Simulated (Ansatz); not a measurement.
# InH2O (SMILES [OH][InH]) at UBLYP/STO-3G

Aim: the electronic atomisation energy of InH2O at UBLYP/STO-3G, from 4 runs. 

The calculation is run with Ansatz 0.2.0.

46 further runs of the same task are left out: 8 that didn't finish, 38 set aside as unsound or not needed.

**1. The system as given**

The species is InH2O (4 atoms), meant as a doublet with charge 0. As SMILES, `[OH][InH]`. The coordinates come from a PBE0-D4/def2-TZVP relaxation.

Bond lengths: O1–In2 2.003 Å, O1–H3 0.960 Å, In2–H4 1.767 Å. Angles: O1–In2–H4 113.8°, In2–O1–H3 115.0°.

**2. The energy at UBLYP/STO-3G**

job.yaml reads:

```yaml
crystal:
  periodic: [false, false, false]
  atoms:
    - symbol: O
      position_ang: [-0.298400, -1.020600, 0.295000]
    - symbol: In
      position_ang: [0.563900, 0.746600, -0.088500]
    - symbol: H
      position_ang: [0.236800, -1.629400, 0.809100]
    - symbol: H
      position_ang: [-0.446700, 1.843000, -1.036000]
basis:
  gaussian:
    orbitals: STO-3G
accuracy: high
hamiltonian:
  xc: {name: BLYP}
magnetization:
  spin_polarized: true
  initial_magnetization: 1
```

Command:

```bash
$ ansatz run job.yaml --threads 1 --pin off --max-ram 2610MiB --events-out events.jsonl --progress --plain --runs-dir runs
```

What it wrote:

```text
Warning: RAYON_NUM_THREADS=1 ignored (pool sized by the plan → 1); use --threads N
Functional definition: BLYP
  name "BLYP"
  parameter beta = 0.0042
  parameter a = 0.04918
  parameter b = 0.132
  parameter c = 0.2533
  parameter d = 0.349
  exchange = b88_x(beta = beta)
  correlation = lyp_c(a = a, b = b, c = c, d = d)
617 factors; integrals over basis functions are off by at most 3.9e-9 eV
mean field evaluation 1: about -156730.7093 eV, gradient 2.6e1 eV
mean field evaluation 2: about -156657.7897 eV, gradient 9.6e1 eV
mean field evaluation 4: about -156737.4952 eV, gradient 3.7e0 eV
mean field evaluation 8: about -156737.5794 eV, gradient 1.5e-1 eV
mean field evaluation 16: about -156737.5798 eV, gradient 1.5e-5 eV
mean field -156737.57977927 eV, -5759.9998163407 hartree, gradient 4.0e-8 eV, S^2 0.751542; 0 other end points of the search recorded, 0 dependent functions left out
reference -156737.57981602 eV, -5759.9998176914 hartree; 30, 29 occupied and 4, 5 virtual orbitals, 617 factors
Total energy: -156737.57981602 eV, -5759.9998176914 hartree
```

It took 2.5 s on 1 thread of Arm Neoverse V2, shared host; peak memory 0.13 GiB.

**3. The H atom**

job.yaml reads:

```yaml
crystal:
  periodic: [false, false, false]
  atoms:
    - {symbol: H, position_ang: [0.000000, 0.000000, 0.000000]}
basis:
  gaussian:
    orbitals: STO-3G
total_charge: 0
magnetization:
  spin_polarized: true
  initial_magnetization: 1
hamiltonian:
  xc: {name: BLYP}
accuracy: high
```

Run the same way, it converges to -0.46274 Eh (log not shown).

**4. The In atom, same level**

in.yaml reads:

```yaml
crystal:
  periodic: [false, false, false]
  atoms:
    - {symbol: In, position_ang: [0.000000, 0.000000, 0.000000]}
basis:
  gaussian: {orbitals: STO-3G}
total_charge: 0
magnetization: {spin_polarized: true, initial_magnetization: 1}
hamiltonian: {xc: {name: BLYP}}
accuracy: high
```

Run the same way, it converges to -5684.57069 Eh (log not shown).

**5. The O atom**

job.yaml reads:

```yaml
crystal:
  periodic: [false, false, false]
  atoms:
    - symbol: O
      position_ang: [0.000000, 0.000000, 0.000000]
basis:
  gaussian:
    orbitals: STO-3G
magnetization:
  spin_polarized: true
  initial_magnetization: 2
hamiltonian:
  xc: {name: BLYP}
accuracy: high
```

Command:

```bash
$ ansatz run job.yaml --threads 1 --pin off --max-ram 2610MiB --events-out events.jsonl --progress --plain --runs-dir runs
```

What it wrote, cut to the lines that bear on the results:

```text
Warning: RAYON_NUM_THREADS=1 ignored (pool sized by the plan → 1); use --threads N
[... 9 set-up lines as earlier in the session ...]
15 factors; integrals over basis functions are off by at most 1.1e-9 eV
mean field evaluation 1: about -2013.8357 eV, gradient 5.5e-12 eV
mean field evaluation 2: about -2013.8366 eV, gradient 1.1e-11 eV
mean field evaluation 4: about -2013.8348 eV, gradient 0.0e0 eV
mean field evaluation 8: about -2013.8361 eV, gradient 2.5e-2 eV
mean field evaluation 16: about -2013.7134 eV, gradient 1.5e1 eV
mean field -2013.83662410 eV, -74.0071309082 hartree, gradient 0.0e0 eV, S^2 2.000000; 6 other end points of the search recorded, 0 dependent functions left out
reference -2013.83663798 eV, -74.0071314183 hartree; 5, 3 occupied and 0, 2 virtual orbitals, 15 factors
Total energy: -2013.83663798 eV, -74.0071314183 hartree
```

It took 0.3 s on 1 thread of Arm Neoverse V2, shared host.

**6. Results**

At UBLYP/STO-3G:

```
                     quantity           value
       molecule: total energy  -5759.99982 Eh
               molecule: ⟨S²⟩           0.752
         H atom: total energy     -0.46274 Eh
                 H atom: ⟨S²⟩           0.750
        In atom: total energy  -5684.57069 Eh
                In atom: ⟨S²⟩           0.750
         O atom: total energy    -74.00713 Eh
                 O atom: ⟨S²⟩           2.000
electronic atomisation energy       13.511 eV
```

In words: Taking the molecule apart into free atoms costs 13.51 eV (1304 kJ/mol), before zero-point energy and without spin-orbit coupling. In a minimal basis such a difference can be off by several eV, whatever the method. Relativity is left out (molecule) although the molecule holds a heavy atom. Relativity is left out (In atom) although the molecule holds a heavy atom.
